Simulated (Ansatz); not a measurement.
Born–Oppenheimer molecular dynamics of a periodic cell of 24 atoms, Ba$_{2}$LiSi$_{3}$ (host Ba2LiSi3, host structure Fddd). It goes on from the last frame of an earlier run, with new velocities.

Level of theory: DFT PBEsol, scalar-relativistic, plane waves, PAW in Ansatz 0.2.0. Settings: cutoff 420 eV, k mesh 1x1x1, fermi-dirac smearing 0.05 eV, no spin polarisation.

```json
{
  "ensemble": "NVE (velocity Verlet)",
  "time step": "1 fs",
  "steps asked": "400",
  "starting velocities drawn for": "1950 K",
  "seed": "756743"
}
```

Frames 20 fs apart, positions in Å, forces in eV/Å.

Velocities at 190.0 fs (Å/ps):

```
Ba 5.57 2.04 -3.90
Ba -1.13 -0.25 3.40
Ba -0.59 0.05 1.76
Ba 0.80 -5.59 -3.14
Ba 3.57 1.54 2.44
Ba 0.10 1.09 -0.85
Ba -0.75 3.96 1.08
Ba -3.76 -4.33 1.50
Li 1.62 -12.15 -11.17
Li 5.98 5.74 15.49
Li -0.31 -8.30 -12.21
Li 8.97 0.33 7.84
Si -1.41 -1.52 -3.78
Si 2.78 -0.72 13.45
Si -16.97 4.77 -2.95
Si -6.20 4.10 5.16
Si 2.98 -1.08 9.49
Si -0.08 -4.51 11.80
Si -7.49 8.46 -15.50
Si 6.18 6.36 -4.11
Si 9.86 -0.29 -3.91
Si -9.28 3.41 -13.85
Si -0.31 -8.55 -1.34
Si -2.70 0.36 -5.56
```

```xyz
24
Lattice="0.0670 7.7211 9.7998 4.4252 0.1596 9.7061 4.5204 7.6549 0.0812" Properties=species:S:1:pos:R:3:forces:R:3 time_fs=190.0 energy_less_start_eV=1.459 T=1459
Ba 4.364 7.584 16.575 1.21 1.76 1.21
Ba 4.554 7.475 2.607 -0.14 0.36 -1.05
Ba 2.064 3.493 7.154 0.78 0.89 -1.95
Ba 2.421 4.104 2.545 -0.46 -0.58 0.15
Ba 4.553 7.713 12.311 0.07 0.49 0.37
Ba 5.073 7.346 7.438 -0.13 0.04 -1.47
Ba 6.512 11.700 11.945 0.92 -0.25 0.24
Ba 6.403 11.756 16.944 1.04 -1.18 0.65
Li 4.803 2.538 10.205 0.13 0.00 -0.21
Li 4.904 12.204 9.351 -0.26 0.58 0.03
Li 1.770 1.322 4.527 0.61 0.05 0.05
Li 3.120 6.899 4.891 -0.41 -0.64 0.68
Si 2.608 6.075 8.893 -0.28 0.17 0.59
Si 3.162 8.316 9.477 -2.05 0.44 0.15
Si 6.290 6.457 10.018 2.72 0.80 0.35
Si 7.335 9.121 9.219 -1.24 -1.31 0.81
Si 6.719 9.387 14.149 -0.12 0.00 0.17
Si 6.926 14.053 14.418 -2.11 -0.04 -0.35
Si 4.971 9.627 9.460 0.30 0.51 0.67
Si 4.537 5.168 9.912 -1.04 -0.50 0.11
Si 4.518 10.407 14.388 0.61 -1.34 0.02
Si 4.830 4.836 4.730 -0.57 2.50 -0.58
Si 4.269 10.426 5.048 -0.57 0.37 -0.36
Si 4.335 5.451 14.799 1.01 -3.12 -0.27
24
Lattice="0.0670 7.7211 9.7998 4.4252 0.1596 9.7061 4.5204 7.6549 0.0812" Properties=species:S:1:pos:R:3:forces:R:3 time_fs=210.0 energy_less_start_eV=0.251 T=1865
Ba 4.489 7.646 16.512 0.47 0.70 0.62
Ba 4.529 7.476 2.661 -0.35 0.69 -1.01
Ba 2.063 3.507 7.160 0.79 0.82 -1.86
Ba 2.429 3.985 2.483 -0.72 -0.29 -0.14
Ba 4.625 7.750 12.366 0.20 -0.01 0.48
Ba 5.072 7.371 7.402 -0.54 0.70 -0.92
Ba 6.513 11.773 11.968 1.52 -0.66 -0.06
Ba 6.342 11.655 16.979 1.03 -0.73 -0.04
Li 4.874 2.326 9.943 -0.01 0.16 0.02
Li 4.941 12.457 9.617 -0.44 0.17 -0.47
Li 1.925 1.202 4.333 0.38 0.36 0.35
Li 3.159 6.781 5.203 -0.77 0.02 0.30
Si 2.570 6.073 8.861 0.03 0.80 0.45
Si 3.079 8.325 9.741 -1.37 0.61 -0.49
Si 6.197 6.644 10.001 2.52 0.49 0.75
Si 7.124 9.106 9.371 -1.03 -1.52 0.56
Si 6.765 9.353 14.342 -0.18 -0.67 -0.11
Si 6.786 13.973 14.619 -0.37 -0.11 -0.53
Si 4.829 9.822 9.209 -0.75 -0.24 1.06
Si 4.534 5.205 9.836 -0.64 -0.61 0.20
Si 4.731 10.340 14.315 -0.91 0.56 0.05
Si 4.632 5.024 4.446 0.57 -0.45 0.75
Si 4.254 10.292 5.005 0.89 0.68 -0.01
Si 4.346 5.256 14.677 -0.33 -1.47 0.04
24
Lattice="0.0670 7.7211 9.7998 4.4252 0.1596 9.7061 4.5204 7.6549 0.0812" Properties=species:S:1:pos:R:3:forces:R:3 time_fs=230.0 energy_less_start_eV=0.118 T=1910
Ba 4.627 7.729 16.469 -0.62 -0.27 0.77
Ba 4.494 7.497 2.685 -0.30 1.57 -1.11
Ba 2.083 3.542 7.117 0.53 0.38 -0.42
Ba 2.418 3.858 2.418 -0.66 0.12 -0.25
Ba 4.703 7.785 12.433 0.10 -0.80 -0.17
Ba 5.055 7.415 7.340 -0.84 1.16 -0.10
Ba 6.556 11.829 11.991 1.44 -0.74 -0.04
Ba 6.310 11.534 17.013 1.16 -0.33 -0.28
Li 4.911 2.196 9.704 -0.63 0.21 0.40
Li 4.739 12.815 9.645 -0.43 -0.14 -0.48
Li 2.273 1.249 4.317 -0.20 0.09 0.32
Li 2.830 6.607 5.670 -0.14 -0.26 -0.33
Si 2.532 6.175 8.886 0.03 0.76 -0.04
Si 2.811 8.412 9.945 -0.05 0.64 -0.60
Si 6.440 6.872 10.081 -0.32 -3.62 0.81
Si 6.788 8.922 9.593 0.34 2.06 -0.39
Si 6.796 9.242 14.525 0.09 -0.27 -0.11
Si 6.581 13.882 14.747 1.41 -0.40 -0.48
Si 4.598 9.986 9.092 -1.02 -0.89 0.80
Si 4.441 5.164 9.787 1.19 0.86 0.21
Si 4.831 10.322 14.245 -1.28 0.85 -0.04
Si 4.494 5.183 4.258 0.53 -1.69 1.59
Si 4.335 10.217 4.954 0.65 -1.69 -0.06
Si 4.333 4.880 14.556 -0.96 2.41 0.03
24
Lattice="0.0670 7.7211 9.7998 4.4252 0.1596 9.7061 4.5204 7.6549 0.0812" Properties=species:S:1:pos:R:3:forces:R:3 time_fs=250.0 energy_less_start_eV=-0.385 T=2079
Ba 4.748 7.807 16.449 -1.62 -0.05 1.26
Ba 4.452 7.558 2.680 0.17 0.70 -0.56
Ba 2.118 3.589 7.061 0.05 -0.01 0.42
Ba 2.388 3.735 2.345 -0.58 0.35 -0.27
Ba 4.782 7.800 12.496 -0.34 -0.92 -0.61
Ba 5.016 7.490 7.274 -0.62 0.72 -0.02
Ba 6.637 11.864 12.012 0.83 -0.77 -0.34
Ba 6.311 11.403 17.041 0.95 0.06 -0.37
Li 4.627 2.192 9.662 -0.64 0.34 0.37
Li 4.337 13.094 9.419 0.42 -0.50 -0.28
Li 2.513 1.345 4.468 -0.65 -0.23 0.11
Li 2.430 6.310 5.957 0.73 -0.26 -0.98
Si 2.505 6.369 8.914 0.47 -0.30 0.21
Si 2.527 8.582 10.069 0.40 0.17 -0.54
Si 6.672 6.695 10.253 -1.34 -0.79 -0.31
Si 6.459 8.951 9.782 -0.13 1.02 -0.10
Si 6.833 9.099 14.687 0.06 0.74 -0.44
Si 6.553 13.740 14.809 1.43 -0.21 -0.41
Si 4.244 10.038 9.089 0.28 -0.76 0.69
Si 4.483 5.223 9.764 0.47 0.64 -0.07
Si 4.778 10.409 14.178 0.12 -0.04 0.39
Si 4.429 5.127 4.277 0.22 -1.12 1.45
Si 4.505 9.972 4.898 -0.24 0.05 -0.01
Si 4.195 4.761 14.447 -0.45 1.16 0.43
24
Lattice="0.0670 7.7211 9.7998 4.4252 0.1596 9.7061 4.5204 7.6549 0.0812" Properties=species:S:1:pos:R:3:forces:R:3 time_fs=270.0 energy_less_start_eV=0.729 T=1705
Ba 4.827 7.881 16.462 -1.31 -0.29 1.16
Ba 4.414 7.637 2.659 0.24 -0.87 -0.37
Ba 2.154 3.635 7.015 -0.17 -0.43 0.61
Ba 2.342 3.620 2.267 -0.51 0.16 0.33
Ba 4.852 7.790 12.543 -0.90 -0.57 -0.35
Ba 4.959 7.584 7.207 -0.34 -0.25 -0.07
Ba 6.741 11.878 12.024 -0.28 -0.52 -0.43
Ba 6.336 11.275 17.058 0.04 0.58 -0.52
Li 4.035 2.360 9.811 0.27 0.13 0.00
Li 4.151 13.114 9.021 0.66 -0.44 -0.02
Li 2.457 1.332 4.679 0.04 -0.19 -0.14
Li 2.365 5.923 5.738 0.24 0.65 -0.91
Si 2.533 6.533 8.965 0.36 -0.64 0.16
Si 2.283 8.764 10.122 -0.43 -0.98 -0.10
Si 6.723 6.354 10.405 -1.48 1.42 -0.93
Si 6.124 9.166 9.939 0.11 0.04 -0.19
Si 6.884 9.045 14.788 0.44 0.65 -0.82
Si 6.693 13.581 14.820 -1.01 0.98 0.16
Si 3.937 9.992 9.179 2.10 -0.23 0.47
Si 4.590 5.368 9.737 -0.28 0.30 0.06
Si 4.726 10.476 14.163 0.43 -1.85 0.56
Si 4.402 4.942 4.487 0.53 1.17 0.77
Si 4.639 9.721 4.838 -1.17 2.29 -0.03
Si 4.025 4.811 14.394 2.43 -1.11 0.61
24
Lattice="0.0670 7.7211 9.7998 4.4252 0.1596 9.7061 4.5204 7.6549 0.0812" Properties=species:S:1:pos:R:3:forces:R:3 time_fs=290.0 energy_less_start_eV=1.161 T=1559
Ba 4.870 7.947 16.507 -0.72 -0.84 0.75
Ba 4.382 7.694 2.626 0.10 -1.44 -0.24
Ba 2.187 3.672 6.984 0.02 0.00 0.15
Ba 2.282 3.510 2.198 -0.06 0.05 1.17
Ba 4.896 7.762 12.581 -1.34 -0.56 -0.17
Ba 4.893 7.671 7.138 -0.16 -0.75 -0.11
Ba 6.838 11.878 12.026 -0.99 -0.07 0.28
Ba 6.364 11.162 17.060 -0.21 0.98 -0.44
Li 3.575 2.591 9.956 0.85 -0.21 -0.46
Li 4.303 12.902 8.632 0.05 -0.01 0.62
Li 2.393 1.208 4.819 0.25 -0.14 -0.28
Li 2.388 5.845 5.061 -0.65 0.59 -0.11
Si 2.604 6.616 9.039 -0.26 -0.31 0.13
Si 1.998 8.826 10.153 0.15 -1.13 -0.37
Si 6.601 6.191 10.433 0.85 1.59 -0.94
Si 5.817 9.395 10.076 1.87 -0.06 0.26
Si 6.974 9.073 14.782 -0.70 -0.09 -0.78
Si 6.734 13.537 14.848 -0.31 0.72 0.37
Si 3.877 9.905 9.331 0.01 0.02 -0.26
Si 4.649 5.552 9.709 -1.65 -0.34 -0.35
Si 4.731 10.339 14.218 0.51 -0.33 0.32
Si 4.459 4.865 4.800 1.16 0.21 -0.08
Si 4.633 9.767 4.775 -0.45 2.51 -0.01
Si 4.146 4.740 14.422 1.69 -0.39 0.54
24
Lattice="0.0670 7.7211 9.7998 4.4252 0.1596 9.7061 4.5204 7.6549 0.0812" Properties=species:S:1:pos:R:3:forces:R:3 time_fs=310.0 energy_less_start_eV=1.698 T=1379
Ba 4.891 7.990 16.575 -0.64 -1.46 0.91
Ba 4.352 7.714 2.588 -0.03 -1.00 0.31
Ba 2.221 3.707 6.958 0.56 0.13 -0.10
Ba 2.221 3.403 2.160 0.28 0.43 1.14
Ba 4.904 7.720 12.611 -1.70 -0.39 -0.90
Ba 4.822 7.739 7.066 -0.18 -0.82 -0.17
Ba 6.909 11.876 12.035 -0.81 0.30 1.02
Ba 6.387 11.077 17.051 0.11 1.21 -0.03
Li 3.554 2.715 9.868 0.73 -0.33 -0.41
Li 4.495 12.673 8.566 -0.22 0.18 0.73
Li 2.435 1.022 4.814 -0.16 0.14 -0.21
Li 2.218 6.027 4.322 0.74 -0.50 0.69
Si 2.632 6.660 9.124 -1.48 0.40 -0.37
Si 1.736 8.742 10.131 1.08 -0.34 -0.89
Si 6.559 6.234 10.337 0.57 0.73 -0.44
Si 5.767 9.614 10.252 1.57 -0.14 0.17
Si 6.985 9.100 14.669 -0.69 -0.03 -0.63
Si 6.737 13.600 14.926 1.60 0.35 0.20
Si 3.811 9.817 9.441 -0.80 -0.49 -0.46
Si 4.527 5.690 9.645 0.35 -1.07 0.11
Si 4.804 10.151 14.319 0.33 1.41 0.13
Si 4.631 4.836 5.102 -0.46 -0.26 -0.83
Si 4.564 10.084 4.710 0.12 -2.66 -0.26
Si 4.487 4.660 14.518 -0.89 4.20 0.30
24
Lattice="0.0670 7.7211 9.7998 4.4252 0.1596 9.7061 4.5204 7.6549 0.0812" Properties=species:S:1:pos:R:3:forces:R:3 time_fs=330.0 energy_less_start_eV=1.568 T=1422
Ba 4.894 7.992 16.666 -0.77 -1.63 0.30
Ba 4.323 7.704 2.557 0.15 -0.61 0.10
Ba 2.270 3.746 6.930 0.64 0.12 0.15
Ba 2.166 3.308 2.154 0.24 0.58 0.66
Ba 4.864 7.667 12.618 -1.64 0.09 -1.13
Ba 4.746 7.784 6.990 -0.12 -0.94 -0.13
Ba 6.958 11.882 12.072 -0.28 0.81 1.20
Ba 6.414 11.025 17.041 0.83 1.19 0.33
Li 3.900 2.672 9.582 -0.13 -0.08 0.21
Li 4.583 12.534 8.893 -0.14 0.17 0.55
Li 2.415 0.915 4.699 -0.08 0.43 0.01
Li 2.384 5.994 3.935 0.70 -0.44 0.97
Si 2.493 6.736 9.161 0.09 -0.88 -0.71
Si 1.605 8.615 10.005 0.54 1.00 0.15
Si 6.596 6.386 10.182 -0.33 0.33 -0.05
Si 5.918 9.797 10.442 -1.20 -0.89 -1.11
Si 6.916 9.122 14.474 0.62 0.18 -0.17
Si 6.925 13.707 15.032 0.73 -0.03 0.17
Si 3.662 9.674 9.492 1.72 -0.55 0.15
Si 4.427 5.690 9.588 1.00 -0.90 0.22
Si 4.905 10.139 14.434 -1.01 1.53 -0.26
Si 4.772 4.786 5.293 0.01 0.53 -1.35
Si 4.508 10.190 4.618 0.39 -0.12 0.12
Si 4.722 4.997 14.648 -1.97 0.10 -0.37
24
Lattice="0.0670 7.7211 9.7998 4.4252 0.1596 9.7061 4.5204 7.6549 0.0812" Properties=species:S:1:pos:R:3:forces:R:3 time_fs=350.0 energy_less_start_eV=1.619 T=1405
Ba 4.875 7.950 16.764 -0.80 -0.96 -0.71
Ba 4.298 7.678 2.528 0.34 -0.38 -0.42
Ba 2.335 3.789 6.906 0.07 0.29 0.23
Ba 2.118 3.228 2.166 0.16 0.81 0.13
Ba 4.780 7.617 12.593 -0.59 0.46 -1.00
Ba 4.667 7.802 6.910 0.21 -1.08 0.02
Ba 6.999 11.910 12.143 -0.22 0.76 0.99
Ba 6.464 11.007 17.040 1.34 1.10 0.50
Li 4.184 2.604 9.393 -0.87 0.44 0.53
Li 4.606 12.488 9.503 0.17 0.15 -0.02
Li 2.352 1.021 4.594 0.03 0.22 0.30
Li 2.885 5.721 4.072 -0.42 -0.07 0.62
Si 2.360 6.695 9.104 1.52 -1.65 -0.39
Si 1.556 8.614 9.898 0.79 0.83 0.95
Si 6.594 6.580 10.018 -0.58 -0.10 0.19
Si 5.930 9.867 10.493 -1.18 -1.09 -1.02
Si 6.904 9.174 14.256 -0.01 0.62 0.39
Si 7.197 13.818 15.161 -1.83 0.26 0.17
Si 3.718 9.459 9.558 1.15 -0.22 -0.04
Si 4.459 5.572 9.561 0.34 -0.12 0.07
Si 4.894 10.314 14.514 -0.65 -0.10 -0.60
Si 4.910 4.813 5.309 0.53 1.52 -0.94
Si 4.497 10.223 4.537 0.41 0.57 0.41
Si 4.731 5.403 14.743 0.10 -2.26 -0.35
```

Of the whole run (400 fs, mean temperature of the second half 1629 K): The conserved energy stayed within 0.083 meV per atom of its start (net change -0.0066 meV per atom), so the integration is sound. A run of 0.4 ps of so small a system gives no equilibrium averages. Limits of this set-up: coarse k mesh.

Time of the run: 15 min on 1 thread of Intel(R) Xeon(R) 6975P-C (Granite Rapids) (shared host), peak memory 0.85 GiB.
